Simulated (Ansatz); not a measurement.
# CH2FI: one structure at several levels

The task here is to estimate one member of a computed series from the others.

Method: single points in def2-TZVPP; program: Ansatz 0.2.0, Gaussian basis.

Correlated methods freeze the cores. Filled d shells of the heavier atoms are correlated. Core potentials replace the inner electrons past krypton, and spin-orbit coupling is left out.

## The system as given

SMILES `FCI`, 5 atoms, charge 0, spin multiplicity 1.

Atoms are counted from 1 here; the program's logs count them from 0.

Bond lengths: F1–C2 1.351 Å, C2–I3 2.161 Å, C2–H4 1.094 Å, C2–H5 1.037 Å. Angles: F1–C2–I3 110.6°, F1–C2–H4 109.0°, F1–C2–H5 106.8°, I3–C2–H4 107.3°, I3–C2–H5 108.2°, H4–C2–H5 114.9°.

Coordinates:

```xyz
5
charge 0, multiplicity 1
F     1.1793    0.7172   -0.1607
C     0.1507   -0.1160    0.1109
I    -1.6491    0.5501   -0.8821
H     0.3872   -1.1112   -0.2761
H    -0.0094   -0.0720    1.1347
```

The first run:

Input file run/in.yaml:

```yaml
crystal:
  periodic: [false, false, false]
  atoms:
    - {symbol: F, position_ang: [1.179300, 0.717200, -0.160700]}
    - {symbol: C, position_ang: [0.150700, -0.116000, 0.110900]}
    - {symbol: I, position_ang: [-1.649100, 0.550100, -0.882100]}
    - {symbol: H, position_ang: [0.387200, -1.111200, -0.276100]}
    - {symbol: H, position_ang: [-0.009400, -0.072000, 1.134700]}
basis:
  gaussian: {orbitals: def2-TZVPP}
correlation: {method: ccsd_t}
output: {forces: true}
```

Run with:

```
> ansatz run in.yaml --threads 4 --pin off --events-out ev --progress --plain --max-ram 5222MiB
```

Steps of the session up to this table: CCSD(T)/def2-TZVPP; PBE0-D4/def2-TZVPP; wB97M-V/def2-TZVPP; r2SCAN-D4/def2-TZVPP; PBE-D4/def2-TZVPP; HSE06-D4/def2-TZVPP; revPBE-D4/def2-TZVPP.

One table of the session follows, with a row left open; its other results are not shown here.

| method | RMS force component (eV/Å) | angle to CCSD(T) forces (°) | dipole (D) |
| --- | --- | --- | --- |
| CCSD(T) | 0.725 | reference | 1.58 |
| PBE0-D4 | 0.743 | 11.7 | 1.61 |
| wB97M-V | 0.722 | 3.3 | 1.60 |
| r2SCAN-D4 | ? | ? | ? |
| PBE-D4 | 0.801 | 12.7 | 1.53 |
| HSE06-D4 | 0.744 | 12.0 | 1.62 |
| revPBE-D4 | 0.819 | 16.2 | 1.53 |

Estimate the missing values for r2SCAN-D4.

The run gave: RMS force component (eV/Å): 0.719; angle to CCSD(T) forces (°): 8.1; dipole (D): 1.63. In the column «RMS force component (eV/Å)» it is the lowest.
